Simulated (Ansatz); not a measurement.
Al, space group Fm-3m: an equation of state with a fit, run with the Ansatz DFT code, driven from Python.

`eos_al.py`:
```python
"""Energy against volume for Al, with a fit."""

import warnings

import ansatz as az
import numpy as np
from scipy.optimize import curve_fit

VECTORS = np.array([
    [0.0, 2.024805, 2.024805],
    [2.024805, 0.0, 2.024805],
    [2.024805, 2.024805, 0.0],
])
SITES = [
    ("Al", (0.0, 0.0, 0.0)),
]


def on_lattice(cell):
    crystal = az.Crystal(lattice=az.Lattice.of(cell))
    for symbol, position in SITES:
        crystal = crystal.atom(symbol, position)
    return crystal

def vinet(v, e0, v0, b0, b1):
    eta = (v / v0) ** (1 / 3)
    return e0 + 2 * b0 * v0 / (b1 - 1) ** 2 * (2 - (5 + 3 * b1 * (eta - 1) - 3 * eta) * np.exp(-1.5 * (b1 - 1) * (eta - 1)))

warnings.simplefilter("ignore", az.DeckWarning)

# scale the volume, keep shape and fractions
volumes, energies = [], []
for scale in np.linspace(0.94, 1.06, 7):
    cell = VECTORS * scale ** (1 / 3)
    calc = (
        on_lattice(cell).calculation()
        .functional("r2SCAN")
        .occupations("gaussian", width=0.1)
        .basis(600)
        .kpoints(12, 12, 12)
    )
    data = calc.run().report
    volumes.append(abs(np.linalg.det(cell)) / len(SITES))
    energies.append(data["free_energy_ev"] / len(SITES))
    print(f"V = {volumes[-1]:8.4f} A^3/atom  F = {energies[-1]:.5f} eV/atom")

guess = (min(energies), volumes[int(np.argmin(energies))], 0.5, 4.5)
(e0, v0, b0, b1), _ = curve_fit(vinet, np.array(volumes), np.array(energies), p0=guess, maxfev=20000)
print(f"Vinet fit: V0 = {v0:.4f} A^3/atom, B0 = {160.21766 * b0:.1f} GPa, B1 = {b1:.2f}")
print("largest residual", round(1000 * float(np.abs(vinet(np.array(volumes), e0, v0, b0, b1) - energies).max()), 3), "meV/atom")
```

From its runs, with one value withheld:

| V (Å³/atom) | F less the lowest row shown (meV/atom) |
| --- | --- |
| 15.607 | 2.13 |
| 15.939 | 0.00 |
| 16.271 | 1.67 |
| 16.603 | 6.75 |
| 16.935 | 14.93 |
| 17.267 | 25.93 |
| 17.599 | ? |

What is the missing energy at 17.599 Å³ an atom?

A third-order Birch-Murnaghan fit, E = E0 + (9 V0 B0 / 16) [(t - 1)³ B' + (t - 1)² (6 - 4t)] with t = (V0/V)^(2/3), through the 6 rows shown gives V0 = 15.954 Å³, B0 = 87.3 GPa, B' = 3.82 and E0 = 0.00 meV. At V = 17.599 Å³, t = 0.93666, and the fit extrapolates to 39.47 meV. The run gave 39.49 meV, a miss of 0.02 meV.

The mesh is modest for a metal, so energies can be off by several to tens of meV an atom and pressures by half a GPa or more; differences at equal mesh fare better. Wall time of the script: 6.8 s on 1 thread of Arm Neoverse V2 (shared host), peak memory 0.39 GiB.
